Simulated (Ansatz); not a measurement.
Consider a rigid torsion scan of CH5OSb, SMILES O[CH2][SbH2] (Ansatz 0.2.0 through its Python package).

`ch5osb_torsion.py`:
```python
"""Rigid torsion scan of CH5OSb."""

import warnings

import ansatz as az
from ase import Atoms

warnings.simplefilter("ignore", az.DeckWarning)

atoms = Atoms(["O", "C", "Sb", "H", "H", "H", "H", "H"], positions=[
    [-1.2339, 0.9043, -0.6008],
    [-0.0791, 0.7333, 0.0596],
    [0.9141, -0.9856, -0.7811],
    [-1.7805, 0.1776, -0.4052],
    [-0.2575, 0.5733, 1.1284],
    [0.5731, 1.6431, -0.0672],
    [-0.1484, -2.088, 0.0263],
    [2.1043, -1.0153, 0.5843],
])

# start the scan from a relaxed geometry
first = (
    az.Crystal.molecule_from_ase(atoms).calculation()
    .basis(gaussian="def2-SVP")
    .functional("pbe0")
    .relax(force_tolerance=0.02, max_steps=80)
)
atoms.positions = first.run(threads=1, backend="cpu").report["positions_ang"]

start = atoms.get_dihedral(2, 1, 0, 3)
energies = {}
for turn in range(0, 360, 30):
    turned = atoms.copy()
    turned.set_dihedral(2, 1, 0, 3, start + turn, indices=[0, 3])
    calculation = (
        az.Crystal.molecule_from_ase(turned).calculation()
        .basis(gaussian="def2-SVP")
        .correlation("mp2")
    )
    energies[round((start + turn) % 360)] = calculation.run(threads=1, backend="cpu").report["free_energy_ev"]
floor = min(energies.values())
print("dihedral Sb2-C1-O0-H3 (deg)   E - E(min) (eV)")
for angle, e in sorted(energies.items()):
    print(f"{angle:8d} {(e - floor):14.3f}  " + "#" * int(30 * (e - floor) / max(max(energies.values()) - floor, 1e-9)))
```

Where along the turn do the lowest and the highest point lie, and how far apart are they?

The lowest point is at 70° and the highest at 340°, 0.186 eV (17.9 kJ/mol) above it, with the rest of the molecule held.

The run itself:

Running `python ch5osb_torsion.py` prints:
```text
dihedral Sb2-C1-O0-H3 (deg)   E - E(min) (eV)
      10          0.177  ############################
      40          0.061  #########
      70          0.000
     100          0.046  #######
     130          0.102  ################
     160          0.103  ################
     190          0.093  ###############
     220          0.109  #################
     250          0.114  ##################
     280          0.097  ###############
     310          0.119  ###################
     340          0.186  ##############################
```

What to keep in mind:
- The scan is rigid and the energies are electronic, in a modest basis. With rigid groups the curve can differ much from the relaxed path, the start wasn't checked as a minimum of this torsion, and equivalent turns needn't return to the same energy.
- def2 sets replace the cores of elements past krypton by effective core potentials.
- The start is relaxed with a density functional and scanned with the wavefunction method, so it isn't exactly that method's minimum.
- It ran for 42 s on 1 thread of Intel(R) Xeon(R) Processor @ 2.30GHz, on a shared host, peak memory 0.28 GiB.
